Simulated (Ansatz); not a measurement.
# CH7ClOSi2: one species, many methods

One table from this session's results is given with a row withheld; the runs are named, their logs left out.

Program: Ansatz 0.2.0, Gaussian basis. Level of theory: functionals in def2-TZVPP, the program's frozen cores in correlated methods. These are calculated values, not measurements.

Levels to be run: PBE-D4, r2SCAN-D4, PBE0-D4, B3LYP-D4, ωB97X-V, ωB97M-V, B2PLYP; CCSD(T)/def2-TZVPP; MP2/def2-QZVPP; extrapolation to the limit.

**The relaxed structure**

The geometry comes from an earlier relaxation with PBE0-D4 in a triple-zeta def2 set; it is a stationary point, not always the lowest conformer.

SMILES `[SiH3]CO[SiH2]Cl`, 12 atoms, charge 0, spin multiplicity 1.

Atoms are counted from 1 here; the program's logs count them from 0.

Bond lengths: Si1–C2 1.890 Å, Si1–H6 1.488 Å, Si1–H7 1.484 Å, Si1–H8 1.485 Å, C2–O3 1.425 Å, C2–H9 1.098 Å, C2–H10 1.097 Å, O3–Si4 1.630 Å, Si4–Cl5 2.056 Å, Si4–H11 1.482 Å, Si4–H12 1.474 Å. Angles: C2–Si1–H6 108.4°, C2–Si1–H7 109.9°, C2–Si1–H8 109.8°, H6–Si1–H7 109.6°, H6–Si1–H8 109.5°, H7–Si1–H8 109.6°, Si1–C2–O3 108.9°, Si1–C2–H9 109.9°, Si1–C2–H10 110.1°, O3–C2–H9 110.8°, O3–C2–H10 110.2°, H9–C2–H10 106.9°, C2–O3–Si4 123.3°, O3–Si4–Cl5 110.8°, O3–Si4–H11 111.0°, O3–Si4–H12 106.8°, Cl5–Si4–H11 106.1°, Cl5–Si4–H12 108.9° and more.

The first run:

in.yaml

```yaml
crystal:
  periodic: [false, false, false]
  atoms:
    - {symbol: Si, position_ang: [-0.266772, 0.097989, 2.134253]}
    - {symbol: C, position_ang: [-0.170798, 0.536502, 0.298410]}
    - {symbol: O, position_ang: [0.288532, -0.601711, -0.425110]}
    - {symbol: Si, position_ang: [0.327960, -0.670687, -2.052887]}
    - {symbol: Cl, position_ang: [1.596286, 0.757337, -2.812933]}
    - {symbol: H, position_ang: [-0.743701, 1.294857, 2.878442]}
    - {symbol: H, position_ang: [1.075969, -0.294615, 2.630573]}
    - {symbol: H, position_ang: [-1.219976, -1.022787, 2.335486]}
    - {symbol: H, position_ang: [-1.158105, 0.854955, -0.062592]}
    - {symbol: H, position_ang: [0.511458, 1.382049, 0.148466]}
    - {symbol: H, position_ang: [-1.007504, -0.384101, -2.628643]}
    - {symbol: H, position_ang: [0.843753, -2.005088, -2.409265]}
basis:
  gaussian: {orbitals: def2-TZVPP}
hamiltonian: {xc: pbe, dispersion: d4}
output: {forces: true, orbitals: {seedname: orbitals}}
```

Started as:

```console
$ ansatz run in.yaml --threads 4 --pin off --events-out ev --progress --plain --max-ram 10444MiB
```

Steps of the session up to this table: PBE-D4 (GGA); r2SCAN-D4 (meta-GGA); PBE0-D4 (hybrid); B3LYP-D4 (hybrid); ωB97X-V (range-separated); ωB97M-V (range-separated); B2PLYP (double hybrid); CCSD(T) in def2-TZVPP; MP2 in def2-QZVPP.

One table of the session follows, with a row left open; its other results are not shown here.

It belongs to the step «Atomisation energies». 

| method | atomisation energy (eV) |
| --- | --- |
| PBE-D4 | 42.079 |
| r2SCAN-D4 | 42.065 |
| PBE0-D4 | 41.673 |
| B3LYP-D4 | 41.907 |
| ωB97X-V | 42.311 |
| ωB97M-V | 42.187 |
| B2PLYP | 41.463 |
| HF/def2-TZVPP | ? |
| MP2/def2-TZVPP | 41.404 |
| CCSD/def2-TZVPP | 40.485 |
| CCSD(T)/def2-TZVPP | 40.990 |
| MP2/CBS | 42.560 |
| CCSD(T)/CBS | 42.145 |

**Question.** Estimate the row for HF/def2-TZVPP.

The run gave: atomisation energy (eV): 31.418. In the column «atomisation energy (eV)» it is the lowest.
